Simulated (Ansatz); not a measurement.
# BeZn2Se3: the cost of one run

Method: DFT PBE, scalar-relativistic, plane waves, PAW, in Ansatz 0.2.0.

### Step 1. Starting point

Symmetry: P3m1, No. 156, trigonal system. The conventional cell has a = 3.853 Å, b = 3.853 Å, c = 9.438 Å, α = 90.00°, β = 90.00°, γ = 120.00°. Be (site symmetry 3m) has 4 Se at 2.36 Å as nearest neighbours. Around Zn (site symmetry 3m) lie 4 Se at 2.36 Å. Se (site symmetry 3m) is surrounded by 4 Zn at 2.36 Å. Se (site symmetry 3m) is surrounded by 3 Zn at 2.36 Å and 1 Be at 2.36 Å. Se (site symmetry 3m) has 3 Be at 2.36 Å and 1 Zn at 2.36 Å as nearest neighbours.

Coordinates:

```cif
data_structure
_symmetry_space_group_name_H-M 'P3m1'
_symmetry_Int_Tables_number 156
_cell_length_a 3.8529
_cell_length_b 3.8529
_cell_length_c 9.4376
_cell_angle_alpha 90.000
_cell_angle_beta 90.000
_cell_angle_gamma 120.000
_cell_volume 121.33
loop_
_atom_site_label
_atom_site_type_symbol
_atom_site_symmetry_multiplicity
_atom_site_Wyckoff_symbol
_atom_site_fract_x
_atom_site_fract_y
_atom_site_fract_z
_atom_site_occupancy
Be1 Be 1 a 0.00000 0.00000 0.33333 1
Zn1 Zn 1 b 0.33333 0.66667 0.00000 1
Zn2 Zn 1 c 0.66667 0.33333 0.66667 1
Se1 Se 1 c 0.66667 0.33333 0.91667 1
Se2 Se 1 a 0.00000 0.00000 0.58333 1
Se3 Se 1 b 0.33333 0.66667 0.25000 1
```

The start is an ordering of an alloy on its end members' structure types: elements ordered on the sites of the BeSe type, Be/Zn on Be (P3m1, No. 156).

### Step 2. Probe: one point on a coarse mesh

Contents of input.yaml:

```yaml
crystal:
  lattice:
    - [3.8529041, 0.0, 0.0]
    - [-1.92645205, 3.33671283, 0.0]
    - [0.0, 0.0, 9.43764908]
  atoms:
    - { symbol: Be, position: [0.66666667, 0.33333333, 0.33333333] }
    - { symbol: Zn, position: [0.0, 0.0, 0.0] }
    - { symbol: Zn, position: [0.33333333, 0.66666667, 0.66666667] }
    - { symbol: Se, position: [0.33333333, 0.66666667, 0.91666667] }
    - { symbol: Se, position: [0.66666667, 0.33333333, 0.58333333] }
    - { symbol: Se, position: [0.0, 0.0, 0.25] }
basis:
  ecutwfc: 420
kpoints:
  mp_grid: { grid: [6, 6, 2] }
hamiltonian:
  xc: pbe
scf:
  occupations: { method: gaussian, width: 0.1 }
  lower_state_search: "off"
output:
  forces: true
  stress: true
  eigenvalues: true
```

Run with:

```sh
$ ansatz run input.yaml --threads 1 --pin off --max-ram 2560MiB --backend cpu --events-out ev --progress --plain --runs-dir out
```

Q: Estimate wall time and peak memory on 1 thread of Arm Neoverse V2, shared host.

About 6.8 s, with a peak of 0.35 GiB.
